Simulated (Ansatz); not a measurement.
CaPb3, space group Pm-3m, a check of PAW against all-electron LAPW

Program: the Ansatz DFT code, driven from Python.

`paw_lapw.py`
```python
'''PAW against all-electron LAPW for CaPb3.'''

import ansatz
import numpy as np


def count_gap(report):
    # lowest empty less highest filled band, counting bands; zero where they overlap
    return max(report.get('gap_by_band_count_ev') or 0.0, 0.0)

vectors = np.array([
    [4.891, 0.0, 0.0],
    [0.0, 4.891, 0.0],
    [0.0, 0.0, 4.891],
])
structure = (
    ansatz.Lattice.of(vectors)
    .atom('Ca', (0.0, 0.0, 0.0))
    .atom('Pb', (0.0, 0.5, 0.5))
    .atom('Pb', (0.5, 0.0, 0.5))
    .atom('Pb', (0.5, 0.5, 0.0))
)

job = (
    structure.calculation()
    .functional('lda')
    .kpoints(5, center='gamma')  # sampling of the Brillouin zone
    .occupations('cold', width=0.1)
    .scf(tolerance=1e-09)
    .stress()  # positive in compression
    .forces()  # minus the gradient of the free energy
    .band_table()  # levels at the mesh points
)
variants = {
    'PAW': job.pseudopotentials('paw'),
    'LAPW': job.pseudopotentials('all_electron', lapw=True),
}
# totals differ by the cores that each treatment holds, so compare what does not depend on them
rows = []
for label, variant in variants.items():
    rep = variant.run().report
    levels = np.array(rep['eigenvalues_ev'][0]) - rep['fermi_energy_ev']
    print(label, 'levels at the first k-point near E_F:', np.round(levels[np.abs(levels) < 5], 3))
    rows.append((label, rep['n_electrons'], np.trace(rep['stress_gpa']) / 3, count_gap(rep)))
print('     treatment  electrons in bands           P GPa  gap by band count eV')
for row in rows:
    print(f'{str(row[0]):>14s}  {row[1]:18.1f}  {row[2]:14.3f}  {row[3]:20.3f}')
```

```console
$ python paw_lapw.py
DeckWarning: basis.ecutwfc = 420 eV, auto-derived from the records' recommended cutoffs: set by Ca (normal level)
DeckWarning: output.stress: scf.convergence.dr2_threshold = 1e-9 eV is looser than the 4e-10 eV advised for a printed stress (1e-10 eV for each atom of the cell: 4). What an SCF threshold leaves in a stress goes as its square root, and in the free energy as the threshold itself, and one threshold admits the most on a [...]
PAW levels at the first k-point near E_F: [-2.536 -2.536 -2.536  1.895  2.195  2.195  2.195  2.499  2.499  2.686]
LAPW levels at the first k-point near E_F: [-2.536 -2.536 -2.536  1.896  2.194  2.194  2.194  2.501  2.501  2.687
  2.687  2.687  4.402  4.402  4.402]
     treatment  electrons in bands           P GPa  gap by band count eV
           PAW                52.0          -2.220                 0.000
          LAPW               118.0          -2.217                 0.000
```
(Warnings from the package without file and line, shortened.)

PAW gives -2.220 GPa and LAPW -2.217 GPa, 0.002 GPa apart. They took 2.5 and 19.9 s of processor time.

Caveats:
- The computed bands are complete only to about 2.7 eV above the Fermi level.
- The mesh is modest for a metal, so energies can be off by several to tens of meV an atom and pressures by half a GPa or more; differences at equal mesh fare better.
- A gap by band count of zero or less means overlapping bands, a metal.
- The structure is a deposited one; some such entries were measured under pressure or heat, so a shift against it needn't be the functional's error alone.
- Levels are Kohn-Sham eigenvalues on this mesh, without spin-orbit coupling.
- Pressure is positive in compression; the treatments may keep other shells as core, so totals and counts of electrons can differ.
- Finished in 23 s on 1 thread of Arm Neoverse V1, with other jobs on the host, peak memory 0.55 GiB.
